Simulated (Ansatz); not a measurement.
# GdO: how the settings move a single-point run

Aim: see which settings change the result for GdO, by how much, and at what cost.

Method: reference: DFT, LDA, PAW with Ansatz's default frozen-core files, scalar-relativistic, in Ansatz 0.2.0.

## Step 1: The starting structure

It takes space group F-43m (No. 216, cubic). Conventional cell: a = 5.400 Å, b = 5.400 Å, c = 5.400 Å, α = 90.00°, β = 90.00°, γ = 90.00°. Gd (site symmetry -43m) is surrounded by 4 O at 2.34 Å. O (site symmetry -43m) is surrounded by 4 Gd at 2.34 Å.

As a file:

```
Gd O
1.0
     0.00000    2.70000    2.70000
     2.70000    0.00000    2.70000
     2.70000    2.70000    0.00000
Gd O
1 1
Direct
  0.00000 0.00000 0.00000
  0.25000 0.25000 0.25000
```

## Step 2: The reference run

File input.yaml:

```yaml
crystal:
  lattice:
    - [0.0, 2.7, 2.7]
    - [2.7, 0.0, 2.7]
    - [2.7, 2.7, 0.0]
  atoms:
    - { symbol: Gd, position: [0.0, 0.0, 0.0], spin: 6.7, spin_axis: [1.0, 0.0, 0.0] }
    - { symbol: O, position: [0.25, 0.25, 0.25] }
magnetization:
  noncollinear: true
  spin_spiral: { q: [0.0, 0.0, 0.0] }
kpoints:
  mp_grid: { grid: [11, 11, 11] }
scf:
  occupations: { method: fermi_dirac, width: 0.03 }
hamiltonian:
  xc: lda
  pseudopotentials: { kind: paw }
output:
  eigenvalues: false
```

The run is started by

```bash
> ansatz run input.yaml --threads 2 --pin off --max-ram 4096MiB --backend cpu --events-out ev --progress --plain --runs-dir out
```

## Step 3: Variant: mp_grid.grid [5, 5, 5]

Changes to input.yaml since step 2:

```diff
@@ -12,3 +12,3 @@
 kpoints:
-  mp_grid: { grid: [11, 11, 11] }
+  mp_grid: { grid: [5, 5, 5] }
 scf:
```

What does the calculation give? Wanted: for each run, ending; energy change; abs. moment.

The runs gave:

| run | ending | energy change | abs. moment (μB) | cycles | time |
| --- | --- | --- | --- | --- | --- |
| reference | converged | 0 | 7.23 | 19 | 30 s |
| 1: mp_grid.grid [5, 5, 5] | converged | +2.4 meV/atom | 7.29 | 22 | 6.5 s |

Residual by cycle in the longest SCF loop of each run; runs are numbered as in the table. The quantity is the density residual dr2, in eV.

```
cycle  reference    run 1
    1       14.8     14.8
    3       0.88    0.838
    4      0.139    0.141
    6      0.229    0.249
    8    0.00551   0.0104
   10      0.136    0.193
   11     7.0e-4  0.00415
   13     1.8e-5   3.6e-4
   15     9.1e-7   2.9e-5
   17     1.1e-8   3.1e-6
   18          -   1.7e-6
   20          -   5.5e-8
```

**Reading.** Changing the k-point mesh moves the energy by +2.4 meV/atom, and the absolute moment goes from 7.23 to 7.29 μB. The energy is not variational in the mesh, so the sign tells nothing. Cost: 22 SCF cycles against 19, 6.5 s against 30 s.
